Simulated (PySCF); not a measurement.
# Au2F2 (Au2(F)2): the cost of one run

Computed with PySCF 2.14.0. Level: r2SCAN, Au def2-SVP with ECP60, F def2-SVP; scalar-relativistic core potentials, no spin–orbit coupling.

2 further runs of the same task are left out: 1 for a known fault of the program, 1 that didn't finish. Runs told in other sessions of the task aren't counted.

## 1. The system as given

4 atoms, charge 0, spin multiplicity 1.

Bond lengths: Au1–F3 2.206 Å, Au1–F4 2.206 Å, Au2–F3 2.206 Å, Au2–F4 2.206 Å. Angles: F3–Au1–F4 93.2°, F3–Au2–F4 93.2°, Au1–F3–Au2 86.8°, Au1–F4–Au2 86.8°.

Coordinates:

```xyz
4
Au2F2
Au    0.0000    0.0000    1.5151
Au    0.0000    0.0000   -1.5151
F     1.6034    0.0000    0.0000
F    -1.6034    0.0000    0.0000
```

Formal oxidation states: Au +1. An earlier session relaxed this geometry at r2SCAN, Au def2-SVP with ECP60, F def2-SVP (singlet, point group D2h).

Its energy there is -470.946544 Eh.

## 2. Multiplicity 3 at the relaxed geometry

run.py (the lines that set the calculation)

```python
mol = gto.M(atom='''
Au     0.00000     0.00000     1.51513
Au     0.00000     0.00000    -1.51513
F      1.60335     0.00000     0.00000
F     -1.60335     0.00000     0.00000''',
    basis={'Au': 'def2-SVP', 'F': 'def2-SVP'},
    ecp={'Au': 'def2-SVP'},
    charge=0, spin=2)
mf = dft.UKS(mol, xc='R2SCAN')
mf.grids.atom_grid = (50, 194)
mf = mf.density_fit()  # fitting sets: Au def2-universal-JKFIT, F def2-universal-JKFIT
mf.conv_tol = 1e-08; mf.max_cycle = 55
mf.kernel(dm0)  # dm0: free metal ions and neutral atoms
```

The run is started by

```sh
$ OMP_NUM_THREADS=2 python run.py
```

**Question.** How long does this run take on 2 threads of Arm Neoverse V2, shared host?

About 3.5 s.
